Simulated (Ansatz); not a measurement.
# In3GaP4: the band gap up the ladder of functionals

The task here is to estimate one member of a computed series from the others.

Program: Ansatz 0.2.0. PAW datasets, plane waves. Simulation only: spin-unpolarised, and no claim that this is the phase found in nature.

## The structure to begin with

The cell was relaxed beforehand with r2SCAN.

It is orthorhombic, Amm2 (No. 38); a = 4.094 Å, b = 8.198 Å, c = 11.604 Å in the conventional setting, 24.34 Å³ an atom. Around Ga lie 4 P at 2.40–2.45 Å; around In lie 4 P at 2.52–2.58 Å; around In lie 4 P at 2.51–2.54 Å; around P lie 2 Ga at 2.45 Å and 2 In at 2.58 Å; around P lie 1 Ga at 2.40 Å and 3 In at 2.54–2.55 Å.

Structure file:

```xyz
8
Lattice="4.0945 0.0000 0.0000 0.0000 4.0989 5.8021 0.0000 -4.0989 5.8021" Properties=species:S:1:pos:R:3 pbc="T T T"
Ga    0.0000    0.0000   -0.0046
In    2.0472   -2.0441    2.9021
In    2.0472    2.0441    2.9021
In    0.0000    0.0000    5.7944
P     2.0472    0.0000    1.3331
P     0.0000   -2.1391    4.4157
P     0.0000    2.1391    4.4157
P     2.0472    0.0000    7.2518
```

The first run:

The input, input.yaml:

```yaml
crystal:
  lattice:
    - [4.0944716147, 0.0, 0.0]
    - [0.0, 4.0989147696, 5.8020774311]
    - [0.0, -4.0989147696, 5.8020774311]
  atoms:
    - { symbol: Ga, position: [0.0, -0.0003972313, -0.0003972313] }
    - { symbol: In, position: [0.5, 0.000743502, 0.499434465] }
    - { symbol: In, position: [0.5, 0.499434465, 0.000743502] }
    - { symbol: In, position: [0.0, 0.4993398855, 0.4993398855] }
    - { symbol: P, position: [0.5, 0.1148846643, 0.1148846643] }
    - { symbol: P, position: [0.0, 0.1195913488, 0.6414721486] }
    - { symbol: P, position: [0.0, 0.6414721486, 0.1195913488] }
    - { symbol: P, position: [0.5, 0.6249312173, 0.6249312173] }
kpoints:
  mp_grid: { grid: [6, 4, 4] }
  band_path:
    path:
      - [[0.0, 0.0, 0.0], [0.0, 0.5, 0.5], [0.0, 0.6252298365886, 0.3747701634114]]
      - [[0.0, 0.3747701634114, -0.3747701634114], [0.0, 0.0, 0.0], [0.5, 0.0, 0.0], [0.5, 0.3747701634114, -0.3747701634114]]
      - [[0.5, 0.6252298365886, 0.3747701634114], [0.5, 0.5, 0.5], [0.0, 0.5, 0.5]]
      - [[0.0, 0.0, 0.0], [0.0, 0.5, -1.709170929607e-17], [0.5, 0.5, -1.709170929607e-17], [0.5, 0.0, 0.0], [0.5, 0.5, 0.5]]
    npoints: 10
hamiltonian:
  xc: pbe
scf:
  occupations: { method: fermi_dirac, width: 0.02 }
  n_extra_bands: 6
output:
  forces: true
  stress: true
  eigenvalues: true
```

The run is started by

```console
$ ansatz run input.yaml --threads 4 --pin off --max-ram 6451MiB --backend cpu --events-out ev --progress --plain --runs-dir out
```

Among the steps run: Band structure with PBE; Single point with r2SCAN; Single point with HSE06; Single point with PBE+SOC; Single point with PBE0.

One table of the session follows, with a row left open; its other results are not shown here.

```
  level  gap (eV)
    PBE      0.57
 r2SCAN      0.97
  HSE06      1.37
PBE+SOC         ?
   PBE0      2.03
```

**Question.** Estimate the row for PBE+SOC.

The run gave: gap (eV): 0.55. In the column «gap (eV)» it is the lowest.

Meshes: PBE 6×4×4, r2SCAN 6×4×4, HSE06 4×2×2, PBE+SOC 6×4×4, PBE0 4×2×2

What this shows: The gap runs from 0.55 eV (PBE+SOC) to 2.03 eV (PBE0). PBE reaches 41 % of the HSE06 value, and r2SCAN 71 %. PBE0 lies 0.65 eV above HSE06, which differs from it by screening the long-range exchange.

To keep in mind: Warnings in the runs' records: stress exchange threshold loose, stress scf threshold loose.
